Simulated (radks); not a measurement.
**Pm inside a hard spherical wall**

The task here is to estimate one member of a computed series from the others.

The numbers are computed with radks (a radial shooting solver on a logarithmic mesh, Libxc functionals) version 1 (scalar-relativistic Kohn-Sham, LDA (Slater exchange, Perdew-Wang correlation), spin-polarised, spherical densities, finite nucleus; open shells are filled with parallel spins first), except any that are marked as measured or tabulated.

## The system

| Quantity | Value |
| --- | --- |
| element | promethium (Z = 61) |
| charge | 0 |
| electrons | 61 |
| configuration | [Xe] 4f5 6s2 |
| nuclear rms radius | 4.962 fm |

Outer shells as boxes (Hund's rule):

Pm
```
[Xe] core
4f [↑ ][↑ ][↑ ][↑ ][↑ ][  ][  ]
6s [↑↓]
```

The first run:

Input:

```text
Z 61
configuration [Xe] 4f5 6s2 5d0 6p0 7s0
relativity scalar-relativistic
functional lda,pw
spin polarised
nucleus finite rms 4.962 fm
c 137.035999084
```

Steps of the session up to this table: The free atom; Wall at 20 bohr; Wall at 15 bohr; Wall at 12 bohr; Wall at 10 bohr; Wall at 4 bohr; Wall at 3.5 bohr; Wall at 2.5 bohr; Wall at 1.5 bohr.

One of the session's tables, all rows but one given; the rest of the session is left out.

```
R (bohr)  E − E(free) (eV)  ε(4f) (eV)  ε(5d, empty) (eV)  ε(6p, empty) (eV)  ε(7s, empty) (eV)
    free             0.000      -3.303             -2.145             -1.303             -0.096
      20                 ?           ?                  ?                  ?                  ?
      15             0.001      -3.300             -2.142             -1.287              0.372
      12             0.014      -3.260             -2.106             -1.194              1.178
      10             0.093      -3.103             -1.965             -0.910              2.665
       4            28.917       5.709              7.756             23.069             66.321
     3.5            54.899      10.450             13.432             38.023             99.443
     2.5            261.09      35.118             46.758             122.18             267.75
     1.5            2221.3      146.52             260.92             594.35             1107.3
```

**Question.** Estimate the row for R (bohr) = 20.

The run gave: E − E(free) (eV): 0.000; ε(4f) (eV): -3.303; ε(5d, empty) (eV): -2.145; ε(6p, empty) (eV): -1.302; ε(7s, empty) (eV): 0.024.

In words: Eigenvalues are for spin up. From R = 4 bohr inwards the highest occupied level lies above zero, pushed up by confinement. Shells are not refilled when levels cross, and a hard wall is a model, not a crystal.
